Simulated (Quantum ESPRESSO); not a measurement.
# ZrNbP2 (P6mm) in Quantum ESPRESSO: further runs, part 2 of 2

Quantum ESPRESSO 7.5. Earlier steps stand in the parts before.

### Step 10. Band structure, B86bPBE

pw.in reads:

```
&CONTROL
  calculation = 'scf'
  prefix = 'pwscf'
  outdir = './tmp'
  pseudo_dir = './pseudo'
  tprnfor = .true.
  tstress = .true.
  disk_io = 'low'
/
&SYSTEM
  ibrav = 0
  nat = 4
  ntyp = 3
  ecutwfc = 82
  nbnd = 25
  input_dft = 'b86bpbe'
  occupations = 'smearing'
  smearing = 'mv'
  degauss = 0.00734986
/
&ELECTRONS
  conv_thr = 8d-10
  electron_maxstep = 120
  mixing_beta = 0.5
/
ATOMIC_SPECIES
Zr    91.2240 Zr.upf
Nb    92.9064 Nb.upf
P     30.9738 P.upf
CELL_PARAMETERS angstrom
   4.3235075800    0.0000000000    0.0000000000
  -2.1617537900    3.7442674000    0.0000000000
   0.0000000000    0.0000000000    4.8883706400
ATOMIC_POSITIONS crystal
Zr     0.0000000000    0.0000000000    0.5435190300
Nb     0.0000000000    0.0000000000    0.0792682100
P      0.3333333300    0.6666666700    0.9280563600
P      0.6666666700    0.3333333300    0.9280563600
K_POINTS automatic
7 7 6 0 0 0
```

bands.in reads:

```
&CONTROL
  calculation = 'bands'
  prefix = 'pwscf'
  outdir = './tmp'
  pseudo_dir = './pseudo'
  disk_io = 'low'
  verbosity = 'high'
/
&SYSTEM
  ibrav = 0
  nat = 4
  ntyp = 3
  ecutwfc = 82
  nbnd = 25
  input_dft = 'b86bpbe'
  occupations = 'smearing'
  smearing = 'mv'
  degauss = 0.00734986
/
&ELECTRONS
  conv_thr = 1d-08
  electron_maxstep = 120
  mixing_beta = 0.5
  diago_full_acc = .true.
/
ATOMIC_SPECIES
Zr    91.2240 Zr.upf
Nb    92.9064 Nb.upf
P     30.9738 P.upf
CELL_PARAMETERS angstrom
   4.3235075800    0.0000000000    0.0000000000
  -2.1617537900    3.7442674000    0.0000000000
   0.0000000000    0.0000000000    4.8883706400
ATOMIC_POSITIONS crystal
Zr     0.0000000000    0.0000000000    0.5435190300
Nb     0.0000000000    0.0000000000    0.0792682100
P      0.3333333300    0.6666666700    0.9280563600
P      0.6666666700    0.3333333300    0.9280563600
K_POINTS crystal
60
 0.0000000000  0.0000000000  0.0000000000 1
 0.0714285714  0.0000000000  0.0000000000 1
 0.1428571429  0.0000000000  0.0000000000 1
 0.2142857143  0.0000000000  0.0000000000 1
 0.2857142857  0.0000000000  0.0000000000 1
 0.3571428571  0.0000000000  0.0000000000 1
 0.4285714286  0.0000000000  0.0000000000 1
 0.5000000000  0.0000000000  0.0000000000 1
 0.4583333333  0.0833333333  0.0000000000 1
 0.4166666667  0.1666666667  0.0000000000 1
 0.3750000000  0.2500000000  0.0000000000 1
 0.3333333333  0.3333333333  0.0000000000 1
 0.2916666667  0.2916666667  0.0000000000 1
 0.2500000000  0.2500000000  0.0000000000 1
 0.2083333333  0.2083333333  0.0000000000 1
 0.1666666667  0.1666666667  0.0000000000 1
 0.1250000000  0.1250000000  0.0000000000 1
 0.0833333333  0.0833333333  0.0000000000 1
 0.0416666667  0.0416666667  0.0000000000 1
 0.0000000000  0.0000000000  0.0000000000 1
 0.0000000000  0.0000000000  0.1000000000 1
 0.0000000000  0.0000000000  0.2000000000 1
 0.0000000000  0.0000000000  0.3000000000 1
 0.0000000000  0.0000000000  0.4000000000 1
 0.0000000000  0.0000000000  0.5000000000 1
 0.0714285714  0.0000000000  0.5000000000 1
 0.1428571429  0.0000000000  0.5000000000 1
 0.2142857143  0.0000000000  0.5000000000 1
 0.2857142857  0.0000000000  0.5000000000 1
 0.3571428571  0.0000000000  0.5000000000 1
 0.4285714286  0.0000000000  0.5000000000 1
 0.5000000000  0.0000000000  0.5000000000 1
 0.4583333333  0.0833333333  0.5000000000 1
 0.4166666667  0.1666666667  0.5000000000 1
 0.3750000000  0.2500000000  0.5000000000 1
 0.3333333333  0.3333333333  0.5000000000 1
 0.3000000000  0.3000000000  0.5000000000 1
 0.2666666667  0.2666666667  0.5000000000 1
 0.2333333333  0.2333333333  0.5000000000 1
 0.2000000000  0.2000000000  0.5000000000 1
 0.1666666667  0.1666666667  0.5000000000 1
 0.1333333333  0.1333333333  0.5000000000 1
 0.1000000000  0.1000000000  0.5000000000 1
 0.0666666667  0.0666666667  0.5000000000 1
 0.0333333333  0.0333333333  0.5000000000 1
 0.0000000000  0.0000000000  0.5000000000 1
 0.5000000000  0.0000000000  0.5000000000 1
 0.5000000000  0.0000000000  0.4166666667 1
 0.5000000000  0.0000000000  0.3333333333 1
 0.5000000000  0.0000000000  0.2500000000 1
 0.5000000000  0.0000000000  0.1666666667 1
 0.5000000000  0.0000000000  0.0833333333 1
 0.5000000000  0.0000000000  0.0000000000 1
 0.3333333333  0.3333333333  0.0000000000 1
 0.3333333333  0.3333333333  0.0833333333 1
 0.3333333333  0.3333333333  0.1666666667 1
 0.3333333333  0.3333333333  0.2500000000 1
 0.3333333333  0.3333333333  0.3333333333 1
 0.3333333333  0.3333333333  0.4166666667 1
 0.3333333333  0.3333333333  0.5000000000 1
```

Potentials or basis: PseudoDojo 0.5 SR PBE stringent.

On the command line:

```console
$ OMP_NUM_THREADS=1 pw.x -in pw.in > pw.out
$ OMP_NUM_THREADS=1 pw.x -in bands.in > bands.out
```

pw.out:

```text
This program is part of the open-source Quantum ESPRESSO suite
     for quantum simulation of materials; please cite
         "P. Giannozzi et al., J. Phys.:Condens. Matter 21 395502 (2009);
         "P. Giannozzi et al., J. Phys.:Condens. Matter 29 465901 (2017);
         "P. Giannozzi et al., J. Chem. Phys. 152 154105 (2020);
     in publications or presentations arising from this work. More details at

     IMPORTANT: XC functional enforced from input :
     Exchange-correlation= B86BPBE
                           (   1   4  22   4   0   0   0)
     Any further DFT definition will be discarded
     Please, verify this is what you really want

     Message from routine setup:
     using ibrav=0 with symmetry is DISCOURAGED, use correct ibrav instead

     G-vector sticks info
     --------------------
     sticks:   dense  smooth     PW     G-vecs:    dense   smooth      PW
     Sum        1507    1507    433                53627    53627    8009

     Using Slab Decomposition

     bravais-lattice index     =            0
     lattice parameter (alat)  =       8.1702  a.u.
     unit-cell volume          =     534.0277 (a.u.)^3
     number of atoms/cell      =            4
     number of atomic types    =            3
     number of electrons       =        35.00
     number of Kohn-Sham states=           25
[... 106 lines left out ...]

     Dense  grid:    53627 G-vectors     FFT dimensions: (  48,  48,  54)

     Initial potential from superposition of free atoms

     starting charge      34.9950, renormalised to      35.0000
     Starting wfcs are   28 randomized atomic wfcs

     Self-consistent Calculation

     iteration #  1     ecut=    82.00 Ry     beta= 0.50
     Davidson diagonalization with overlap
     ethr =  1.00E-02,  avg # of iterations =  3.3

     Threshold (ethr) on eigenvalues was too large:
     Diagonalizing with lowered threshold

     Davidson diagonalization with overlap
     ethr =  4.68E-04,  avg # of iterations =  2.8

     total energy              =    -253.52008558 Ry
     estimated scf accuracy    <       0.16982582 Ry
[... 71 lines left out ...]
     iteration # 12     ecut=    82.00 Ry     beta= 0.50
     Davidson diagonalization with overlap
     ethr =  1.07E-11,  avg # of iterations =  4.5

     End of self-consistent calculation

          k = 0.0000 0.0000 0.0000 (  6693 PWs)   bands (ev):

   -42.2740 -37.1837 -19.4748 -18.4755 -18.4755 -15.2675 -15.2675 -14.2758
    -1.5808   5.6734   6.1515   6.1515   7.1867   8.8038   8.8038   9.7018
    10.8030  13.0703  13.0703  13.3041  13.4855  13.4855  14.8534  14.8534
    17.6000
[... 213 lines left out ...]
   -42.2611 -37.2177 -18.8742 -18.4944 -18.4830 -15.3252 -15.3164 -15.1431
     0.4120   1.2254   5.6509   8.0589   8.4615  10.2331  10.4577  11.4420
    11.6334  12.2976  13.3696  13.9164  14.0826  14.4714  14.7768  15.1040
    15.9375

     the Fermi energy is    11.7513 ev

!    total energy              =    -253.54051181 Ry
     estimated scf accuracy    <          7.1E-10 Ry
     smearing contrib. (-TS)   =      -0.00021810 Ry
     internal energy E=F+TS    =    -253.54029371 Ry

     The total energy is F=E-TS. E is the sum of the following terms:
     one-electron contribution =     -75.60646278 Ry
     hartree contribution      =      52.67514400 Ry
     xc contribution           =     -54.92026793 Ry
     ewald contribution        =    -175.68870700 Ry

     convergence has been achieved in  12 iterations

     Forces acting on atoms (cartesian axes, Ry/au):

     atom    1 type  1   force =     0.00000000    0.00000000    0.14479576
     atom    2 type  2   force =     0.00000000   -0.00000000   -0.05645512
     atom    3 type  3   force =     0.00000000    0.00000000   -0.04417032
     atom    4 type  3   force =     0.00000000    0.00000000   -0.04417032

     Total force =     0.167496     Total SCF correction =     0.000033

     Computing stress (Cartesian axis) and pressure

          total   stress  (Ry/bohr**3)                   (kbar)     P=       63.38
  -0.00002136  -0.00000000   0.00000000           -3.14       -0.00        0.00
   0.00000000  -0.00002136  -0.00000000            0.00       -3.14       -0.00
   0.00000000   0.00000000   0.00133534            0.00        0.00      196.44

=------------------------------------------------------------------------------=
   JOB DONE.
=------------------------------------------------------------------------------=
```

Run time: 2.8 min. Hardware: 1 thread of Intel Xeon Platinum 8488C (Sapphire Rapids), shared host; peak memory 0.21 GiB.

Results:

```
Free energy            : -3449.5944 eV
Pressure               : 6.3 GPa
Largest force          : 3.723 eV/Å
Band gap on the k mesh : none (metal or under the smearing width)
```

Forces on the atoms (eV/Å):
```
Zr   0.000  0.000  3.723
Nb   0.000  0.000 -1.452
P    0.000  0.000 -1.136
P    0.000  0.000 -1.136
```

Levels at the corners of the path, in eV from the Fermi level:
```
point  band 14  band 15  band 16  band 17  band 18  band 19  band 20  band 21
    Γ    -2.95    -2.95    -2.05    -0.95     1.32     1.32     1.55     1.73
    M    -2.38    -1.63    -1.31    -0.99    -0.64     0.69     2.59     3.10
    K    -2.34    -1.27    -1.27    -0.35    -0.35     2.14     2.14     2.67
    Γ    -2.95    -2.95    -2.05    -0.95     1.32     1.32     1.55     1.73
    A    -1.73    -1.73     0.12     0.12     0.23     0.23     1.05     1.32
    L    -3.09    -0.74    -0.28    -0.14     1.20     1.91     2.09     2.18
    H    -1.30    -1.30    -0.18    -0.18     0.26     1.86     1.86     2.32
    A    -1.73    -1.73     0.12     0.12     0.23     0.23     1.05     1.32
    L    -3.09    -0.74    -0.28    -0.14     1.20     1.91     2.09     2.18
    M    -2.38    -1.63    -1.31    -0.99    -0.64     0.69     2.59     3.10
    K    -2.34    -1.27    -1.27    -0.35    -0.35     2.14     2.14     2.67
    H    -1.30    -1.30    -0.18    -0.18     0.26     1.86     1.86     2.32
```

Caveat: the potentials were made for another functional, which shifts forces and pressure.

### Step 11. The reference run

An earlier run on the cell as given: functional PBE; potentials or basis SSSP 1.3 efficiency PBE; cutoff 748 eV; density cutoff 5987 eV; k mesh 7 × 7 × 6; occupations fermi-dirac, width 0.05 eV; no spin polarisation.

* Pressure: 5.4 GPa
* Largest force: 3.718 eV/Å
* Band gap on the k mesh: none (metal or under the smearing width)

### Step 12. Overview

```tsv
task	level	potentials or basis	cutoff (eV)	smearing	gap on the mesh (eV)	pressure (GPa)	largest force (eV/Å)
equation of state	SOGGA	SSSP 1.3 efficiency PBE	748	cold 0.2 eV	-	-	-
band structure	B86bPBE	PseudoDojo 0.5 SR PBE stringent	1116	cold 0.1 eV	none	6.3	3.72
single point	PBE	SSSP 1.3 efficiency PBE	748	fermi-dirac 0.05 eV	none	5.4	3.72
```

Alike in all rows: no spin polarisation; cell as given; k mesh 7 × 7 × 6.

Caveats: the potentials were made for another functional, which shifts forces and pressure (some runs); SOGGA exchange is joined with the correlation of PBE here (some runs); forces of over 1 eV/Å show positions far from the minimum, so gaps and moduli don't describe the material at rest (some runs).

Absolute energies hang on the potentials; compare differences alone.
